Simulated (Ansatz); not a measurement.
**CH₅GeNS: small, medium and large basis sets**

Aim: see how fast density functionals converge with the basis set for CH₅GeNS.

Program: Ansatz 0.2.0, Gaussian basis. Level of theory: one geometry, several basis sets. These are calculated values, not measurements.

Levels to be run: PBE0-D4/def2-SVP; ωB97M-V/def2-SVP; PBE0-D4/def2-QZVPP; ωB97M-V/def2-QZVPP; the functionals' def2-TZVPP values are taken from earlier runs.

## 1. The geometry

All runs share one geometry, relaxed beforehand with PBE0-D4 in a triple-zeta def2 set.

SMILES `C[S][Ge][NH2]`, 9 atoms, charge 0, spin multiplicity 1.

Atoms are counted from 1 here; the program's logs count them from 0.

Bond lengths: C1–S2 1.808 Å, C1–H5 1.091 Å, C1–H6 1.091 Å, C1–H7 1.090 Å, S2–Ge3 2.246 Å, Ge3–N4 1.822 Å, N4–H8 1.007 Å, N4–H9 1.007 Å. Angles: S2–C1–H5 111.2°, S2–C1–H6 111.2°, S2–C1–H7 107.3°, H5–C1–H6 110.1°, H5–C1–H7 108.5°, H6–C1–H7 108.5°, C1–S2–Ge3 107.7°, S2–Ge3–N4 99.7°, Ge3–N4–H8 127.7°, Ge3–N4–H9 119.9°, H8–N4–H9 112.4°.

## 2. PBE0-D4 in def2-SVP

in.yaml reads:

```yaml
crystal:
  periodic: [false, false, false]
  atoms:
    - {symbol: C, position_ang: [-0.261534, 0.978581, -0.953309]}
    - {symbol: S, position_ang: [1.488978, 0.528348, -0.893579]}
    - {symbol: Ge, position_ang: [1.734287, -1.052768, 0.682502]}
    - {symbol: N, position_ang: [0.005194, -1.204374, 1.235262]}
    - {symbol: H, position_ang: [-0.879602, 0.122651, -1.228026]}
    - {symbol: H, position_ang: [-0.595095, 1.391340, -0.000201]}
    - {symbol: H, position_ang: [-0.373337, 1.745269, -1.719793]}
    - {symbol: H, position_ang: [-0.796930, -0.698799, 0.895268]}
    - {symbol: H, position_ang: [-0.233462, -1.856648, 1.964976]}
basis:
  gaussian: {orbitals: def2-SVP}
hamiltonian: {xc: pbe0, dispersion: d4}
output: {orbitals: {seedname: orbitals}}
```

Further steps of the session: ωB97M-V in def2-SVP; PBE0-D4 in def2-QZVPP; ωB97M-V in def2-QZVPP.

Q: Predict the results of all the runs planned. Wanted: PBE0-D4: double and triple zeta above quadruple; ωB97M-V: double and triple zeta above quadruple.

The runs gave:

| quantity | value |
| --- | --- |
| PBE0-D4: double and triple zeta above quadruple | 15.71, 1.71 eV |
| ωB97M-V: double and triple zeta above quadruple | 15.76, 1.66 eV |

**Reading.** PBE0-D4 gains 14.00 eV from double to triple zeta, then 1.71 eV more. These are total energies; as a rule much of such shifts cancels in differences, which this series doesn't test.
